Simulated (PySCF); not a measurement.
**The bond of KPb+, level by level**

The task here is to estimate one member of a computed series from the others.

The runs use PySCF 2.14.0; K def2-SVP, Pb def2-SVP with ECP60, scalar-relativistic core potentials.

Set-up of the first run:

The job is set up so:

```yaml
atoms: K, Pb
charge: 1
basis: K def2-SVP, Pb def2-SVP with ECP60
Hamiltonian: scalar-relativistic core potentials
basis_functions: 50
electrons_treated: 40
masses_in_u: 38.9637, 207.9766
levels: PBE0, PBE, r²SCAN, r²SCAN0, r²SCANh, BLYP, HF, MP2, SCS-MP2, CCSD, CCSD(T)
grid: 80 radial by 434 angular points
occupations: held fixed by the projection of orbital angular momentum
dissociation_limit: K+ + Pb, each in its ground configuration
starting_distance_in_angstrom: 3.440
values_of_2S_to_try: 0, 2
```

The run is started by

```sh
$ OMP_NUM_THREADS=1 python dia.py task.json out
```

Steps of the session up to this table: Input; First curve: PBE0; Excited determinants; PBE (GGA); r²SCAN (meta-GGA); r²SCAN0 (hybrid meta-GGA); r²SCANh (hybrid meta-GGA); BLYP; UHF; Correlated methods on the Hartree–Fock reference.

One of the session's tables, all rows but one given; the rest of the session is left out.

It belongs to the step «The curves together». Energy (eV) from each level's lowest point:

| R (Å) | UHF | UHF-MP2 | UHF-SCS-MP2 | UHF-CCSD | UHF-CCSD(T) |
| --- | --- | --- | --- | --- | --- |
| 3.420 | 0.181 | 0.147 | 0.153 | n/a | n/a |
| 3.579 | 0.094 | 0.069 | 0.073 | 0.072 | 0.071 |
| 3.738 | 0.041 | 0.025 | 0.027 | 0.026 | 0.026 |
| 3.858 | ? | ? | ? | ? | ? |
| 3.977 | 0.005 | 0.000 | 0.001 | 0.000 | 0.000 |
| 4.096 | 0.000 | 0.000 | 0.000 | 0.000 | 0.000 |
| 4.255 | 0.003 | 0.009 | 0.008 | 0.009 | 0.009 |
| 4.454 | 0.016 | 0.030 | 0.028 | 0.029 | 0.030 |
| 4.693 | 0.041 | 0.062 | 0.058 | 0.061 | 0.062 |
| 5.011 | 0.080 | 0.108 | 0.103 | n/a | n/a |

Q: Estimate the row for R (Å) = 3.858 from the others.

Worked estimate for «UHF». A straight line through the neighbours (3.738, 0.041) and (3.977, 0.005) gives 0.041 + (0.005 − 0.041) × (3.858 − 3.738) / (3.977 − 3.738) = 0.023; a parabola fitted to 4 rows on both sides gives 0.017.

The run gave: UHF: 0.018; UHF-MP2: 0.007; UHF-SCS-MP2: 0.009; UHF-CCSD: 0.008; UHF-CCSD(T): 0.008. In «UHF» the line misses by +0.005 and the parabola by -0.001.

Caveats from the session: At some levels the lowest empty orbital lies below the highest filled one (the two can be of opposite spin).
